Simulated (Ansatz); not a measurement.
# H3HfSi: the cost of one run

The runs use Ansatz 0.2.0, Gaussian basis; the settings change from run to run.

20 further runs of the same task are left out: 4 that didn't finish, 16 set aside as unsound or not needed. Runs told in other sessions of the task aren't counted.

### Step 1. The system

The geometry is a PBE0/def2-TZVP stationary point (not a proven minimum) of the parent state, kept for this charge and spin. No spin-orbit coupling is included. Elements past krypton take def2 core potentials.

5 atoms, charge 0, spin multiplicity 8.

Atoms are counted from 1 here; the program's logs count them from 0.

Bond lengths: Hf1–Si2 2.795 Å, Si2–H3 1.495 Å, Si2–H4 1.495 Å, Si2–H5 1.495 Å. Angles: Hf1–Si2–H3 110.0°, Hf1–Si2–H4 106.2°, Hf1–Si2–H5 110.0°, H3–Si2–H4 110.3°, H3–Si2–H5 110.0°, H4–Si2–H5 110.3°.

### Step 2. CCSD on ROHF/def2-SVP

File in.yaml:

```yaml
crystal:
  periodic: [false, false, false]
  atoms:
    - {symbol: Hf, position_ang: [0.000000, -0.000179, 0.421687]}
    - {symbol: Si, position_ang: [0.000000, -0.000820, -2.372815]}
    - {symbol: H, position_ang: [1.224151, -0.689841, -2.882975]}
    - {symbol: H, position_ang: [-0.000057, 1.434267, -2.791360]}
    - {symbol: H, position_ang: [-1.224097, -0.689938, -2.882975]}
basis:
  gaussian: {orbitals: def2-SVP}
magnetization: {spin_polarized: false, initial_magnetization: 7}
correlation: {method: ccsd, electrons: outside_noble_gas}
accuracy: high
scf: {omitted_lower_state_checks: [cluster_reference]}
```

Run with:

```console
$ ansatz run in.yaml --threads 1 --pin off --events-out ev --progress --plain --max-ram 2393MiB
```

What time and memory should one allow on 1 thread of Intel Xeon at 2.80GHz, shared host?

About 44 s, with a peak of 0.39 GiB.
